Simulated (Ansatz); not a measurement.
# CH7BFN: the cost of one run

All numbers below are computed with Ansatz 0.2.0 (RKS PBE/6-31G*).

## Step 1: The starting structure

Bond lengths: B1–F2 1.670 Å, B1–N3 1.550 Å, N3–H4 1.060 Å, N3–H5 1.060 Å, B1–C6 1.600 Å, C6–H7 1.110 Å, C6–H8 1.110 Å, C6–H9 1.110 Å. Angles: F2–B1–N3 120.0°, F2–B1–C6 120.0°, N3–B1–C6 120.0°, B1–N3–H4 120.0°, B1–N3–H5 120.0°, H4–N3–H5 120.0°, B1–C6–H7 109.5°, B1–C6–H8 109.5°, B1–C6–H9 109.5°, H7–C6–H8 109.4°, H7–C6–H9 109.4°, H8–C6–H9 109.4°.

Coordinates:

```xyz
11

B     0.0000    0.0000    0.0000
F     0.0000    0.0000    1.6700
N     1.3423    0.0000   -0.7750
H     1.8089   -0.9179   -1.0268
H     1.7937    0.9179   -1.0532
C    -1.3856    0.0000   -0.8000
H    -1.9458   -0.9305   -0.5708
H    -1.9898    0.8797   -0.4946
H    -1.1839    0.0508   -1.8903
H     0.0668    1.4124    0.4698
H     0.0526    1.1131    1.3144
```

## Step 2: Pulling towards end A

Springs on the bonds that form and break draw the guess towards this end; the thresholds are loose.

Contents of input.yaml:

```yaml
crystal:
  periodic: [false, false, false]
  atoms:
    - { symbol: B, position_ang: [0.0, 0.0, 0.0] }
    - { symbol: F, position_ang: [0.0, 0.0, 1.67] }
    - { symbol: "N", position_ang: [1.3423, 0.0, -0.775] }
    - { symbol: H, position_ang: [1.8089, -0.9179, -1.0268] }
    - { symbol: H, position_ang: [1.7937, 0.9179, -1.0532] }
    - { symbol: C, position_ang: [-1.3856, 0.0, -0.8] }
    - { symbol: H, position_ang: [-1.9458, -0.9305, -0.5708] }
    - { symbol: H, position_ang: [-1.9898, 0.8797, -0.4946] }
    - { symbol: H, position_ang: [-1.1839, 0.0508, -1.8903] }
    - { symbol: H, position_ang: [0.0668, 1.4124, 0.4698] }
    - { symbol: H, position_ang: [0.0526, 1.1131, 1.3144] }
basis:
  gaussian: { orbitals: "6-31G*" }
hamiltonian:
  xc: pbe
relax:
  f_tol: 0.15
  max_steps: 25
  restrain:
    - { distance: [0, 9], at: 2.39, k: 30.0 }
    - { distance: [10, 1], at: 2.12, k: 30.0 }
    - { distance: [0, 1], at: 1.32, k: 30.0 }
    - { distance: [10, 9], at: 0.66, k: 30.0 }
```

Command:

```bash
$ ansatz run input.yaml --threads 1 --pin off --max-ram 2048MiB --backend cpu --events-out ev --progress --plain --runs-dir out
```

What time and memory should one allow on 1 thread of Arm Neoverse V2, shared host?

About 30 s, with a peak of 0.14 GiB.
